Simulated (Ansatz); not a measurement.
**CH6FNSi2: up Jacob's ladder to CCSD(T)**

One table from this session's results is given with a row withheld; the runs are named, their logs left out.

Method: functionals in def2-TZVPP, the program's frozen cores in correlated methods; program: Ansatz 0.2.0, Gaussian basis.

Levels to be run: LDA (SPW92), PBE-D4, revPBE-D4, BLYP-D4, r2SCAN-D4, B97M-V, PBE0-D4, B3LYP-D4, r2SCANh-D4, r2SCAN0-D4, HSE06-D4, BHLYP-D4, CAM-B3LYP-D4, LC-ωPBE, ωB97X-V, ωB97M-V, B2PLYP, PBE-QIDH; CCSD(T)/def2-SVP; CCSD(T)/def2-TZVPP; MP2/def2-QZVPP; extrapolation to the limit; RPA on PBE.

### The relaxed structure

An earlier PBE0-D4 in a triple-zeta def2 set relaxation fixed the geometry.

SMILES `F[SiH]1C[SiH2]N1`, 11 atoms, charge 0, spin multiplicity 1.

Atoms are counted from 1 here; the program's logs count them from 0.

Bond lengths: F1–Si2 1.600 Å, Si2–C3 1.870 Å, Si2–N5 1.713 Å, Si2–H6 1.482 Å, C3–Si4 1.885 Å, C3–H7 1.090 Å, C3–H8 1.090 Å, Si4–N5 1.740 Å, Si4–H9 1.488 Å, Si4–H10 1.489 Å, N5–H11 1.005 Å. Angles: F1–Si2–C3 113.8°, F1–Si2–N5 113.9°, F1–Si2–H6 104.4°, C3–Si2–N5 90.0°, C3–Si2–H6 119.2°, N5–Si2–H6 115.8°, Si2–C3–Si4 85.8°, Si2–C3–H7 115.5°, Si2–C3–H8 114.5°, Si4–C3–H7 114.9°, Si4–C3–H8 115.5°, H7–C3–H8 109.2°, C3–Si4–N5 88.7°, C3–Si4–H9 115.0°, C3–Si4–H10 116.0°, N5–Si4–H9 114.1°, N5–Si4–H10 114.6°, H9–Si4–H10 107.8° and more.

Set-up of the first run:

Contents of in.yaml:

```yaml
crystal:
  periodic: [false, false, false]
  atoms:
    - {symbol: F, position_ang: [0.164280, 2.010615, 1.536835]}
    - {symbol: Si, position_ang: [0.332262, 1.212574, 0.160318]}
    - {symbol: C, position_ang: [1.046771, -0.503391, 0.365964]}
    - {symbol: Si, position_ang: [-0.608463, -1.122023, -0.291299]}
    - {symbol: N, position_ang: [-1.125436, 0.533430, -0.431188]}
    - {symbol: H, position_ang: [1.009486, 2.173094, -0.742496]}
    - {symbol: H, position_ang: [1.906046, -0.732636, -0.264991]}
    - {symbol: H, position_ang: [1.273988, -0.778117, 1.396438]}
    - {symbol: H, position_ang: [-0.537401, -1.847392, -1.589037]}
    - {symbol: H, position_ang: [-1.417459, -1.946496, 0.647690]}
    - {symbol: H, position_ang: [-1.978574, 0.943343, -0.767632]}
basis:
  gaussian: {orbitals: def2-TZVPP}
hamiltonian: {xc: lda}
output: {orbitals: {seedname: orbitals}}
```

Started as:

```sh
ansatz run in.yaml --threads 4 --pin off --events-out ev --progress --plain --max-ram 10444MiB
```

Steps of the session up to this table: LDA; PBE-D4 (GGA); revPBE-D4 (GGA); BLYP-D4 (GGA); r2SCAN-D4 (meta-GGA); B97M-V (meta-GGA); PBE0-D4 (hybrid); B3LYP-D4 (hybrid); r2SCANh-D4 (hybrid); r2SCAN0-D4 (hybrid); HSE06-D4 (hybrid); BHLYP-D4 (hybrid); CAM-B3LYP-D4 (range-separated); LC-ωPBE (range-separated); ωB97X-V (range-separated); ωB97M-V (range-separated); B2PLYP (double hybrid); PBE-QIDH (double hybrid).

One of the session's tables, all rows but one given; the rest of the session is left out.

It belongs to the step «Orbital energies across the functionals». 

| functional | HOMO (eV) | gap (eV) |
| --- | --- | --- |
| LDA (SPW92) | -6.63 | 5.55 |
| PBE-D4 | -6.52 | 5.66 |
| revPBE-D4 | -6.47 | 5.71 |
| BLYP-D4 | -6.39 | 5.66 |
| r2SCAN-D4 | -6.80 | 6.36 |
| B97M-V | -6.91 | 6.24 |
| PBE0-D4 | -7.85 | 7.81 |
| B3LYP-D4 | -7.61 | 7.37 |
| r2SCANh-D4 | -7.30 | 7.12 |
| r2SCAN0-D4 | -8.04 | 8.26 |
| HSE06-D4 | -7.44 | 7.04 |
| BHLYP-D4 | ? | ? |
| CAM-B3LYP-D4 | -9.22 | 10.11 |
| LC-ωPBE | -10.59 | 12.65 |
| ωB97X-V | -10.24 | 12.14 |
| ωB97M-V | -10.11 | 11.65 |

**Question.** Estimate the row for BHLYP-D4.

Worked estimate for «HOMO (eV)». Against the share of exact exchange, BLYP-D4 (0, -6.39), B3LYP-D4 (0.2, -7.61) give a slope of -6.10 per unit share; at 0.5 the line stands at -9.44.

**Answer.** HOMO (eV): -9.08; gap (eV): 9.84. In «HOMO (eV)» the line misses by -0.36.
